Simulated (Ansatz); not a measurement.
# BH2Cl (SMILES BCl): B2PLYP/def2-TZVP

What is the electronic atomisation energy of BH2Cl at B2PLYP/def2-TZVP? 

Program for the calculation: Ansatz 0.2.0.

44 further runs of the same task are left out: 44 set aside as unsound or not needed.

### 1 The structure to begin with

BH2Cl has 4 atoms, charge 0, and is taken as a singlet. As SMILES, `BCl`. Geometry: relaxed at PBE0-D4/def2-TZVP.

Bond lengths: B1–Cl2 1.733 Å, B1–H3 1.190 Å, B1–H4 1.190 Å. Angles: Cl2–B1–H3 118.1°, Cl2–B1–H4 118.1°, H3–B1–H4 123.7°.

### 2 The energy at B2PLYP/def2-TZVP

The input, input.yaml:

```yaml
crystal:
  periodic: [false, false, false]
  atoms:
    - symbol: B
      position_ang: [-0.116700, 0.021700, -0.075300]
    - symbol: Cl
      position_ang: [1.365000, -0.395300, 0.721200]
    - symbol: H
      position_ang: [-1.106200, -0.559500, 0.240400]
    - symbol: H
      position_ang: [-0.086600, 0.872800, -0.906600]
basis:
  gaussian: {orbitals: def2-TZVP}
hamiltonian: {xc: {name: B2PLYP}}
correlation: {frozen_orbitals: {B: 1, Cl: 5, H: 0}}
accuracy: high
output: {orbitals: {seedname: orbitals}}
```

Command:

```console
$ ansatz run input.yaml --threads 1 --pin off --max-ram 3480MiB --events-out events.jsonl --progress --plain --runs-dir runs
```

What it wrote:

```text
Warning: RAYON_NUM_THREADS=1 ignored (pool sized by the plan → 1); use --threads N
Functional definition: B2PLYP
  name "B2PLYP"
  parameter a = 0.53
  parameter c = 0.27
  exchange = (1 - a)*b88_x + a*exact_x
  correlation = (1 - c)*lyp_c + c*(mp2_os + mp2_ss)
1294 factors; integrals over basis functions are off by at most 4.0e-9 eV
mean field evaluation 1: about -13225.2851 eV, gradient 1.0e1 eV
mean field evaluation 2: about -13225.2854 eV, gradient 1.0e1 eV
mean field evaluation 4: about -13225.6067 eV, gradient 1.4e0 eV
mean field evaluation 8: about -13225.6120 eV, gradient 1.7e-2 eV
mean field evaluation 16: about -13225.6120 eV, gradient 1.9e-7 eV
mean field -13225.61204679 eV, -486.0322780778 hartree, gradient 6.9e-8 eV, S^2 0.000000; 0 other end points of the search recorded, 0 dependent functions left out
6 core orbitals not correlated: weight in the atoms' cores, before any rotation towards them, 1.000 or more for the frozen orbitals, at most 0.000 for the correlated occupied ones
reference -13225.61206785 eV, -486.0322788517 hartree; 6, 6 occupied and 68, 68 virtual orbitals, 1294 factors
second order -9.53326233 eV of doubles, -0.00000000 eV of singles
Total energy: -13228.18604868 eV, -486.1268709025 hartree
```

Wall time 3.6 s (1 thread of Arm Neoverse V2, shared host); peak memory 0.16 GiB.

### 3 The B atom at the same level

The input, molecule.yaml:

```yaml
crystal:
  periodic: [false, false, false]
  atoms:
    - {symbol: B, position_ang: [0.000000, 0.000000, 0.000000]}
basis:
  gaussian:
    orbitals: def2-TZVP
magnetization:
  spin_polarized: true
  initial_magnetization: 1
hamiltonian:
  xc: {name: B2PLYP}
correlation:
  frozen_orbitals: {B: 1}
accuracy: high
```

Run the same way, it converges to -24.63545 Eh (log not shown).

### 4 The Cl atom

The input, job.yaml:

```yaml
crystal:
  periodic: [false, false, false]
  atoms:
    - {symbol: Cl, position_ang: [0.000000, 0.000000, 0.000000]}
basis:
  gaussian:
    orbitals: def2-TZVP
magnetization:
  spin_polarized: true
  initial_magnetization: 1
hamiltonian:
  xc: {name: B2PLYP}
correlation:
  frozen_orbitals: {Cl: 5}
accuracy: high
```

Command:

```console
$ ansatz run job.yaml --threads 1 --pin off --max-ram 3480MiB --events-out events.jsonl --progress --plain --runs-dir runs
```

What it wrote (excerpt; [...] marks lines left out):

```text
Warning: RAYON_NUM_THREADS=1 ignored (pool sized by the plan → 1); use --threads N
[... 2 set-up lines as earlier in the session ...]
[...]
366 factors; integrals over basis functions are off by at most 3.1e-9 eV
[...]
mean field -12516.42160715 eV, -459.9700101273 hartree, gradient 1.7e-8 eV, S^2 0.755267; 0 other end points of the search recorded, 0 dependent functions left out
5 core orbitals not correlated: weight in the atoms' cores, before any rotation towards them, 1.000 or more for the frozen orbitals, at most 0.000 for the correlated occupied ones
reference -12516.42162077 eV, -459.9700106281 hartree; 4, 3 occupied and 28, 29 virtual orbitals, 366 factors
second order -5.15282664 eV of doubles, -0.00000000 eV of singles
Total energy: -12517.81288397 eV, -460.0211386074 hartree
```

Run time: 1.1 s. Hardware: 1 thread of Arm Neoverse V2, shared host; peak memory 0.09 GiB.

### 5 The H atom, same level

The input, molecule.yaml:

```yaml
crystal:
  periodic: [false, false, false]
  atoms:
    - {symbol: H, position_ang: [0.000000, 0.000000, 0.000000]}
basis:
  gaussian:
    orbitals: def2-TZVP
total_charge: 0
magnetization:
  spin_polarized: true
  initial_magnetization: 1
hamiltonian:
  xc: {name: B2PLYP}
correlation:
  frozen_orbitals: {H: 0}
accuracy: high
```

Run the same way, it converges to -0.49861 Eh (log not shown).

### 6 Summary of results

Level: B2PLYP/def2-TZVP, 6 core orbitals frozen.

```
                                     quantity          value
                       molecule: total energy  -486.12687 Eh
  molecule: HOMO energy (SCF part's orbitals)       -9.88 eV
  molecule: LUMO energy (SCF part's orbitals)       -0.43 eV
molecule: HOMO–LUMO gap (SCF part's orbitals)        9.45 eV
                         B atom: total energy   -24.63545 Eh
                                 B atom: ⟨S²⟩          0.756
                        Cl atom: total energy  -460.02114 Eh
                                Cl atom: ⟨S²⟩          0.755
                         H atom: total energy    -0.49861 Eh
                                 H atom: ⟨S²⟩          0.750
                electronic atomisation energy      12.872 eV
```

What this shows: Taking the molecule apart into free atoms costs 12.87 eV (297 kcal/mol), before zero-point energy and without spin-orbit coupling.
